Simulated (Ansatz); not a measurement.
# CH7NSi2: how energies converge with the basis set

One table from this session's results is given with a row withheld; the runs are named, their logs left out.

The runs use Ansatz 0.2.0, Gaussian basis; one geometry, several basis sets.

The runs, in order: PBE0-D4/def2-SVP; ωB97M-V/def2-SVP; PBE0-D4/def2-QZVPP; ωB97M-V/def2-QZVPP; the functionals' def2-TZVPP values are taken from earlier runs.

### The relaxed structure

The geometry comes from an earlier relaxation with PBE0-D4 in a triple-zeta def2 set; it is a stationary point, not always the lowest conformer.

SMILES `[SiH3]/C=N\[SiH3]`, 11 atoms, charge 0, spin multiplicity 1.

Atoms are counted from 1 here; the program's logs count them from 0.

Bond lengths: Si1–C2 1.910 Å, Si1–H5 1.486 Å, Si1–H6 1.485 Å, Si1–H7 1.486 Å, C2–N3 1.265 Å, C2–H8 1.103 Å, N3–Si4 1.746 Å, Si4–H9 1.490 Å, Si4–H10 1.490 Å, Si4–H11 1.481 Å. Angles: C2–Si1–H5 108.9°, C2–Si1–H6 110.1°, C2–Si1–H7 109.0°, H5–Si1–H6 110.0°, H5–Si1–H7 108.8°, H6–Si1–H7 110.0°, Si1–C2–N3 126.5°, Si1–C2–H8 116.7°, N3–C2–H8 116.8°, C2–N3–Si4 129.0°, N3–Si4–H9 110.8°, N3–Si4–H10 110.6°, N3–Si4–H11 108.1°, H9–Si4–H10 108.9°, H9–Si4–H11 109.2°, H10–Si4–H11 109.2°.

The first run:

in.yaml

```yaml
crystal:
  periodic: [false, false, false]
  atoms:
    - {symbol: Si, position_ang: [-0.637299, 1.570006, -0.067303]}
    - {symbol: C, position_ang: [-1.245074, -0.215443, 0.236520]}
    - {symbol: N, position_ang: [-0.535785, -1.262772, 0.235207]}
    - {symbol: Si, position_ang: [1.181502, -1.426422, -0.034624]}
    - {symbol: H, position_ang: [-0.042485, 1.652595, -1.426959]}
    - {symbol: H, position_ang: [-1.772199, 2.521370, 0.048333]}
    - {symbol: H, position_ang: [0.409394, 1.901818, 0.934286]}
    - {symbol: H, position_ang: [-2.323244, -0.345959, 0.431064]}
    - {symbol: H, position_ang: [1.951749, -0.655483, 0.981025]}
    - {symbol: H, position_ang: [1.548167, -0.935712, -1.392572]}
    - {symbol: H, position_ang: [1.530575, -2.860997, 0.075522]}
basis:
  gaussian: {orbitals: def2-SVP}
hamiltonian: {xc: pbe0, dispersion: d4}
output: {orbitals: {seedname: orbitals}}
```

The run is started by

```
$ ansatz run in.yaml --threads 2 --pin off --events-out ev --progress --plain --max-ram 4352MiB
```

Steps of the session up to this table: PBE0-D4 in def2-SVP; ωB97M-V in def2-SVP; PBE0-D4 in def2-QZVPP; ωB97M-V in def2-QZVPP.

One table of the session follows, with a row left open; its other results are not shown here.

It belongs to the step «Functionals by basis». 

```
functional       basis  HOMO (eV)
   PBE0-D4    def2-SVP      -6.56
   PBE0-D4  def2-TZVPP      -6.67
   PBE0-D4  def2-QZVPP      -6.69
   ωB97M-V    def2-SVP          ?
   ωB97M-V  def2-TZVPP      -8.91
   ωB97M-V  def2-QZVPP      -8.93
```

Q: Estimate the row for ωB97M-V, def2-SVP from the others.

**Answer.** HOMO (eV): -8.77. In the column «HOMO (eV)» it lies between ωB97M-V, def2-TZVPP (-8.91) and PBE0-D4, def2-QZVPP (-6.69).
